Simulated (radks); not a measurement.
**Cr³⁺ in [Ar] 3d3: an all-electron calculation**

An exercise on one series of results from a longer session: the logs are not shown, and one member is left open.

Program: radks (a radial shooting solver on a logarithmic mesh, Libxc functionals) version 1. Level of theory: scalar-relativistic Kohn-Sham, PBE, spin-polarised, spherical densities, point nucleus; open shells are filled with parallel spins first. These are calculated values, not measurements, unless marked.

**The system**

```
element       : chromium (Z = 24)
charge        : +3
electrons     : 21
configuration : [Ar] 3d3
```

Outer shells as boxes (Hund's rule):

Cr³⁺
```
[Ar] core
3d [↑ ][↑ ][↑ ][  ][  ]
```

The first run:

Input:

```text
Z 24
configuration [Ar] 3d3
relativity scalar-relativistic
functional pbe,pbe
spin polarised
nucleus point
c 137.035999084
```

One of the session's tables, all rows but one given; the rest of the session is left out.

It belongs to the step «Radial structure». Radial moments (bohr):

```
  level      <r>  outermost maximum (interpolated)  90 % within  nodes
1s down  0.06356                            0.0416        0.113      0
  1s up  0.06356                            0.0416        0.113      0
  2s up   0.2933                             0.244        0.455      1
2s down        ?                                 ?            ?      ?
  2p up   0.2601                             0.198        0.427      0
2p down   0.2596                             0.198        0.426      0
  3s up   0.8872                             0.773         1.32      2
3s down   0.8894                             0.773         1.33      2
  3p up   0.9367                             0.791         1.43      1
3p down   0.9410                             0.792         1.44      1
  3d up    1.098                             0.791         1.83      0
3d down    1.122                             0.797         1.88      0
```

**Question.** Estimate the row for 2s down.

**Answer.** <r>: 0.2929; outermost maximum (interpolated): 0.243; 90 % within: 0.454; nodes: 1. In the column «<r>» it lies between 2p up (0.2601) and 2s up (0.2933).

Caveats from the session: Open shells are spherical and high-spin; term and fine-structure splittings are not resolved.
